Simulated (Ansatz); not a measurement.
# C4H8Si: up Jacob's ladder to CCSD(T)

Aim: compute C4H8Si with functionals from several rungs and with coupled cluster, and see how far each lands from CCSD(T) at the basis-set limit for the atomisation energy.

Method: functionals in def2-TZVPP, the program's frozen cores in correlated methods; program: Ansatz 0.2.0, Gaussian basis.

The runs, in order: PBE-D4, r2SCAN-D4, PBE0-D4, B3LYP-D4, ωB97X-V, ωB97M-V, B2PLYP; CCSD(T)/def2-TZVPP; MP2/def2-QZVPP; extrapolation to the limit.

**1. Structure used throughout**

An earlier PBE0-D4 in a triple-zeta def2 set relaxation fixed the geometry.

SMILES `CCC1=C[SiH2]1`, 13 atoms, charge 0, spin multiplicity 1.

Atoms are counted from 1 here; the program's logs count them from 0.

Bond lengths: C1–C2 1.519 Å, C1–H6 1.092 Å, C1–H7 1.093 Å, C1–H8 1.093 Å, C2–C3 1.482 Å, C2–H9 1.096 Å, C2–H10 1.096 Å, C3–C4 1.333 Å, C3–Si5 1.814 Å, C4–Si5 1.803 Å, C4–H11 1.084 Å, Si5–H12 1.485 Å, Si5–H13 1.485 Å. Angles: C2–C1–H6 111.1°, C2–C1–H7 111.0°, C2–C1–H8 111.0°, H6–C1–H7 108.0°, H6–C1–H8 108.0°, H7–C1–H8 107.7°, C1–C2–C3 113.8°, C1–C2–H9 110.7°, C1–C2–H10 110.7°, C3–C2–H9 108.2°, C3–C2–H10 108.2°, H9–C2–H10 104.9°, C2–C3–C4 137.4°, C2–C3–Si5 154.6°, C4–C3–Si5 67.9°, C3–C4–Si5 68.8°, C3–C4–H11 135.7°, Si5–C4–H11 155.4° and more.

**2. PBE-D4 (GGA)**

in.yaml reads:

```yaml
crystal:
  periodic: [false, false, false]
  atoms:
    - {symbol: C, position_ang: [-1.431354, 1.276558, -0.215868]}
    - {symbol: C, position_ang: [-0.105475, 0.981822, 0.464859]}
    - {symbol: C, position_ang: [0.466141, -0.339472, 0.114166]}
    - {symbol: C, position_ang: [0.135996, -1.380878, -0.650291]}
    - {symbol: Si, position_ang: [1.709759, -1.658541, 0.184442]}
    - {symbol: H, position_ang: [-1.811922, 2.258329, 0.073532]}
    - {symbol: H, position_ang: [-1.324297, 1.263403, -1.303069]}
    - {symbol: H, position_ang: [-2.183318, 0.530847, 0.052644]}
    - {symbol: H, position_ang: [-0.211294, 1.030389, 1.554839]}
    - {symbol: H, position_ang: [0.635031, 1.751724, 0.219144]}
    - {symbol: H, position_ang: [-0.691282, -1.633140, -1.303021]}
    - {symbol: H, position_ang: [1.826771, -2.563597, 1.355316]}
    - {symbol: H, position_ang: [3.005645, -1.552144, -0.531893]}
basis:
  gaussian: {orbitals: def2-TZVPP}
hamiltonian: {xc: pbe, dispersion: d4}
output: {forces: true, orbitals: {seedname: orbitals}}
```

The run is started by

```console
> ansatz run in.yaml --threads 4 --pin off --events-out ev --progress --plain --max-ram 10444MiB
```

Further steps of the session: r2SCAN-D4 (meta-GGA); PBE0-D4 (hybrid); B3LYP-D4 (hybrid); ωB97X-V (range-separated); ωB97M-V (range-separated); B2PLYP (double hybrid); CCSD(T) in def2-TZVPP; MP2 in def2-QZVPP.

**Question.** What will the summary of the whole plan be? Wanted: atomisation energy, CCSD(T)/CBS; farthest; mean size of error, hybrid; mean size of error, range-separated; gap, smallest and largest; T1 diagnostic; triples share of the correlation energy.

**Answer**, as computed:

| quantity | value |
| --- | --- |
| atomisation energy, CCSD(T)/CBS | 52.384 eV |
| functionals within 0.262 eV (0.5 %) | B3LYP-D4, ωB97X-V, ωB97M-V |
| farthest | PBE-D4 (+1.100 eV) |
| mean size of error, hybrid | 0.259 eV |
| mean size of error, range-separated | 0.204 eV |
| gap, smallest and largest | 5.11 eV (PBE-D4), 11.66 eV (ωB97X-V) |
| T1 diagnostic | 0.0114 |
| triples share of the correlation energy | 4.3 % |

**Reading.** PBE-D4 is off by +1.100 eV. Double hybrids carry the basis error of their MP2 part in triple zeta, and no dispersion term here, so their miss is partly the set-up's. Misses under about 0.262 eV are within the doubt on the reference itself, which lacks core-valence correlation, relativity and higher excitations. Hartree-Fock recovers 75 % of the binding; the rest is correlation. The gap grows from 5.1 to 11.7 eV across the functionals, mostly with the share of exact exchange.
